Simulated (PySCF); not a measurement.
# Cl3Sn: levels of theory, part 3 of 3

The task, for Cl3Sn: compare levels of theory; the runs are relaxation and vibrations and intensities.

PySCF 2.14.0; relaxation, HF, def2-tzvpd, and further levels as typed in the inputs. Earlier steps stand in the parts before.

### 5 Vibrations and intensities: vibrations and intensities, pbe, def2-tzvpd

It takes the final geometry of step 4.

run.py reads:

```python
from pyscf import gto, dft
from pyscf.hessian import thermo
import numpy as np
mol = gto.M(atom="mol.xyz", basis="def2-tzvpd", charge=-1, verbose=4)
mol.set(ecp='def2-tzvpd').build()
mf = dft.RKS(mol, xc="pbe").density_fit().run(conv_tol=1e-9)
mol.verbose = 0; x = mol.atom_coords(); n = x.size; h = np.zeros((n, n + 3))
def point(d):
    m = mol.set_geom_(x + d.reshape(-1, 3), unit="Bohr", inplace=False); s = dft.RKS(m, xc="pbe").density_fit()
    s.grids.level = 4
    s.run(mf.make_rdm1(), conv_tol=1e-10); g = s.nuc_grad_method(); g.grid_response = True
    return np.append(g.kernel(), s.dip_moment(unit="AU", verbose=0))
for k in range(n): d = np.zeros(n); d[k] = 0.01; h[k] = (point(d) - point(-d)) / 0.02
H = (h[:, :n] + h[:, :n].T) / 2
f = thermo.harmonic_analysis(mol, H.reshape(mol.natm, 3, mol.natm, 3).transpose(0, 2, 1, 3))
print("harmonic vibrations: frequency (1/cm), infrared intensity (km/mol)")
for w, q in zip(f["freq_wavenumber"], f["norm_mode"]): t = q.ravel() @ h[:, n:]; print(f"  {w.real - w.imag:9.2f} {974.88 * t @ t:9.2f}")
```

Run with:

```sh
$ python run.py
```

Output:

```text
[INPUT] num. atoms = 4
[INPUT] num. electrons = 102
[INPUT] charge = -1
[INPUT] spin (= nelec alpha-beta = 2S) = 0
[INPUT] symmetry False subgroup None
[INPUT] Mole.unit = angstrom
[INPUT] Symbol           X                Y                Z      unit          X                Y                Z       unit  Magmom
[INPUT]  1 Sn    -0.021329910000   0.000000000000   0.126216900000 AA   -0.040307688162   0.000000000000   0.238515373292 Bohr   0.0
[INPUT]  2 Cl     2.174347260000   0.000000000000   1.338092790000 AA    4.108920821098   0.000000000000   2.528628902355 Bohr   0.0
[INPUT]  3 Cl    -1.117061930000   1.896782310000   1.347672820000 AA   -2.110941111878   3.584399083820   2.546732535320 Bohr   0.0
[INPUT]  4 Cl    -1.117061930000  -1.896782310000   1.347672820000 AA   -2.110941111878  -3.584399083820   2.546732535320 Bohr   0.0

nuclear repulsion = 658.865064552328
number of shells = 66
number of NR pGTOs = 313
number of NR cGTOs = 194
basis = def2-tzvpd
ecp = {}

WARN: ECP not specified. The basis set def2-tzvpd include an ECP. Recommended ECP: def2-TZVPD.

******** <class 'pyscf.df.df_jk.DFRKS'> ********
method = DFRKS
initial guess = minao
damping factor = 0
level_shift factor = 0
DIIS = <class 'pyscf.scf.diis.CDIIS'>
diis_start_cycle = 1
diis_space = 8
diis_damp = 0
SCF conv_tol = 1e-09
SCF conv_tol_grad = None
SCF max_cycles = 50
direct_scf = False
XC library pyscf.dft.libxc version 7.0.0
    S. Lehtola, C. Steigemann, M. J.T. Oliveira, and M. A.L. Marques.,  SoftwareX 7, 1–5 (2018)
XC functionals = pbe
    J. P. Perdew, K. Burke, and M. Ernzerhof.,  Phys. Rev. Lett. 77, 3865 (1996)
    J. P. Perdew, K. Burke, and M. Ernzerhof.,  Phys. Rev. Lett. 78, 1396 (1997)
    J. P. Perdew, K. Burke, and M. Ernzerhof.,  Phys. Rev. Lett. 77, 3865 (1996)
    J. P. Perdew, K. Burke, and M. Ernzerhof.,  Phys. Rev. Lett. 78, 1396 (1997)
radial grids:
    Treutler-Ahlrichs [JCP 102, 346 (1995); DOI:10.1063/1.469408] (M4) radial grids

becke partition: Becke, JCP 88, 2547 (1988); DOI:10.1063/1.454033
pruning grids: <function nwchem_prune at 0x74fc12171bc0>
grids dens level: 3
symmetrized grids: False
atomic radii adjust function: <function treutler_atomic_radii_adjust at 0x74fc121728e0>
small_rho_cutoff = 0
Set gradient conv threshold to 3.16228e-05
Initial guess from minao.
tot grids = 78600
init E= -1557.86262958215
  HOMO = -0.575724302912824  LUMO = -0.502544739081152  gap/eV = 1.99132
cycle= 1 E= -1592.00338659911  delta_E= -34.1  |g|= 3.47  |ddm|= 30.7
  HOMO = 0.161633972073294  LUMO = 0.182290571055046  gap/eV = 0.56209
cycle= 2 E= -1533.82631450849  delta_E= 58.2  |g|= 8.13  |ddm|= 49.2
  HOMO = -0.31718639278572  LUMO = -0.251832177647614  gap/eV = 1.77838
cycle= 3 E= -1592.54273728877  delta_E= -58.7  |g|= 2.86  |ddm|=   49
  HOMO = -0.184773487529747  LUMO = -0.00863246667007403  gap/eV = 4.79304
cycle= 4 E= -1594.03717119007  delta_E= -1.49  |g|= 1.64  |ddm|= 3.72
  HOMO = -0.0362620294232305  LUMO = 0.104141768214255  gap/eV = 3.82058
cycle= 5 E= -1594.54451651011  delta_E= -0.507  |g|= 0.72  |ddm|= 2.98
  HOMO = -0.089385889967912  LUMO = 0.0687053848187286  gap/eV = 4.30188
cycle= 6 E= -1594.64012856851  delta_E= -0.0956  |g|= 0.206  |ddm|= 0.786
  HOMO = -0.0821264629319471  LUMO = 0.0751982307646852  gap/eV = 4.28102
cycle= 7 E= -1594.64611993645  delta_E= -0.00599  |g|= 0.168  |ddm|= 0.221
  HOMO = -0.07376154894797  LUMO = 0.0822757892464469  gap/eV = 4.24599
cycle= 8 E= -1594.65180325042  delta_E= -0.00568  |g|= 0.0629  |ddm|= 0.178
  HOMO = -0.0701929406059044  LUMO = 0.0867194791402562  gap/eV = 4.26980
cycle= 9 E= -1594.65262253371  delta_E= -0.000819  |g|= 0.0162  |ddm|= 0.105
  HOMO = -0.0692846839494943  LUMO = 0.0868545828256296  gap/eV = 4.24877
cycle= 10 E= -1594.65267598277  delta_E= -5.34e-05  |g|= 0.00337  |ddm|= 0.0167
  HOMO = -0.0692536802501516  LUMO = 0.0869381221021859  gap/eV = 4.25020
cycle= 11 E= -1594.65267877204  delta_E= -2.79e-06  |g|= 0.0012  |ddm|= 0.00307
  HOMO = -0.0692706949825669  LUMO = 0.0869448455134696  gap/eV = 4.25084
cycle= 12 E= -1594.65267907104  delta_E= -2.99e-07  |g|= 0.000431  |ddm|= 0.0015
  HOMO = -0.0692730188363077  LUMO = 0.0869453039381757  gap/eV = 4.25092
cycle= 13 E= -1594.65267912281  delta_E= -5.18e-08  |g|= 5.13e-05  |ddm|= 0.000512
  HOMO = -0.0692679623903553  LUMO = 0.0869474410550774  gap/eV = 4.25084
cycle= 14 E= -1594.65267912345  delta_E= -6.39e-10  |g|= 1.28e-05  |ddm|= 8.74e-05
  HOMO = -0.0692702835256749  LUMO = 0.0869459473672915  gap/eV = 4.25086
Extra cycle  E= -1594.6526791234  delta_E= 4.52e-11  |g|= 1.9e-05  |ddm|= 4.42e-05
converged SCF energy = -1594.6526791234
harmonic vibrations: frequency (1/cm), infrared intensity (km/mol)
      85.63      0.52
      86.06      0.51
     105.63      2.85
     251.08     96.75
     251.24     97.30
     278.70     36.77
```

Wall time 2.9 min (4 threads of Intel Xeon 6975P-C (Granite Rapids), shared host).

Harmonic frequencies from the force constants, with isotope-averaged masses (PySCF's default) and rigid motions projected out (i: imaginary):

```tsv
mode	cm⁻¹	IR (km/mol)
1	86	0.5
2	86	0.5
3	106	2.9
4	251	96.8
5	251	97.3
6	279	36.8
```

### 6 Summary of results

What follows sums up all 3 parts.

| quantity | value |
| --- | --- |
| harmonic frequencies (step 3) | 105 to 300 cm⁻¹ |
| zero-point energy (step 3) | 0.073 eV |
| harmonic frequencies (step 5) | 86 to 279 cm⁻¹ |
| zero-point energy (step 5) | 0.066 eV |

**Reading.** In step 3 all modes are real: a minimum. In step 5 all modes are real: a minimum.
